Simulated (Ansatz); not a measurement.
# AlGaH (doublet): the correlation ladder at distance Al1–Ga2 = 4.197 Å, cc-pVDZ

How much of the correlation energy of AlGaH (doublet) does each wave-function method recover here?

Program: Ansatz 0.2.0, Gaussian basis. Level of theory: cc-pVDZ, core rule «outside noble gas», up to 19 orbitals frozen. These are calculated values, not measurements.

Plan: UHF; CCSD(T) on ROHF; CCSD(T) on UHF; BCCD(T) on ROHF; CISD; CCSDT(Q) on ROHF; CCSDT(Q) on UHF; CCSDTQ on ROHF; CCSDTQ on UHF; CASSCF and MRCISD+Q, 3 electrons in 3 orbitals; CASSCF and NEVPT2, 3 electrons in 3 orbitals; CASSCF and MRCISD+Q, 7 electrons in 9 orbitals; CASSCF and NEVPT4(SD), 7 electrons in 9 orbitals; CASSCF and NEVPT2, 7 electrons in 9 orbitals; Full CI.

**1. The geometry**

The geometry derives from a PBE0/def2-TZVP stationary point (not a proven minimum). One bond is set to the value named and the two fragments are kept rigid. No spin-orbit coupling is included. The filled d shell of Ga may be among the frozen orbitals whatever the setting's name suggests; the logs give the count.

3 atoms, charge 0, spin multiplicity 2.

Atoms are counted from 1 here; the program's logs count them from 0.

Bond lengths: Al1–H3 1.622 Å.

**2. UHF**

in.yaml reads:

```yaml
crystal:
  periodic: [false, false, false]
  atoms:
    - {symbol: Al, position_ang: [0.000000, 0.000000, 0.858400]}
    - {symbol: Ga, position_ang: [0.000000, 0.000000, -3.338600]}
    - {symbol: H, position_ang: [0.000000, 0.000000, 2.480200]}
basis:
  gaussian: {orbitals: cc-pVDZ}
magnetization: {spin_polarized: true, initial_magnetization: 1}
hamiltonian: {xc: hf}
output: {orbitals: {seedname: orbitals}}
```

Run with:

```
$ ansatz run in.yaml --threads 1 --pin off --events-out ev --progress --plain --max-ram 4096MiB --backend cpu
```

Further steps of the session: CCSD(T) on ROHF; CCSD(T) on UHF; BCCD(T) on ROHF; CISD; CCSDT(Q) on ROHF; CCSDT(Q) on UHF; CCSDTQ on ROHF; CCSDTQ on UHF; CASSCF and MRCISD+Q, 3 electrons in 3 orbitals; CASSCF and NEVPT2, 3 electrons in 3 orbitals; CASSCF and MRCISD+Q, 7 electrons in 9 orbitals; CASSCF and NEVPT4(SD), 7 electrons in 9 orbitals; CASSCF and NEVPT2, 7 electrons in 9 orbitals; Full CI.

Q: Predict the results of all the runs planned. Wanted: FCI below the RHF energy; RMP2 from FCI; UMP2 from FCI; RCCSD from FCI; RCCSD(T) from FCI; UCCSD(T) from FCI; RCCSDT(Q) from FCI; UCCSDT(Q) from FCI; NEVPT2 pair from FCI.

As calculated:

| quantity | value |
| --- | --- |
| FCI below the RHF energy | -3.3582 eV |
| RMP2 from FCI | +24.05 kcal/mol |
| UMP2 from FCI | +23.98 kcal/mol |
| RCCSD from FCI | +1.71 kcal/mol |
| RCCSD(T) from FCI | +0.51 kcal/mol |
| UCCSD(T) from FCI | +0.44 kcal/mol |
| RCCSDT(Q) from FCI | +0.01 kcal/mol |
| UCCSDT(Q) from FCI | -0.06 kcal/mol |
| NEVPT2 pair from FCI | +22.58 kcal/mol |
| NEVPT2 valence from FCI | +12.48 kcal/mol |
| NEVPT4(SD) valence from FCI | +2.40 kcal/mol |
| levels within 1 kcal/mol (43 meV) | RCCSD(T), UCCSD(T), BCCD(T), RCCSDT, UCCSDT, RCCSDT(Q), UCCSDT(Q), RCCSDTQ, UCCSDTQ, MRCISD+Q valence |
| T1 diagnostic | 0.018 |
| effectively unpaired electrons | 1.14 |

RCCSD(T) lands +0.51 kcal/mol from the yardstick (0.7 % of the correlation energy). UCCSDT(Q), UCCSDTQ fall below full CI: unrestricted runs freeze a spin-polarised core, another one than full CI's, and coupled cluster isn't variational. One determinant dominates. Of the multireference levels listed MRCISD+Q valence comes nearest in total energy (+0.31 kcal/mol), which doesn't show that its space is the better one. Coupled cluster took another determinant than the lowest Hartree-Fock one. These misses are within one basis, not against nature; the frozen cores of restricted and unrestricted runs differ, which can shift their rows.
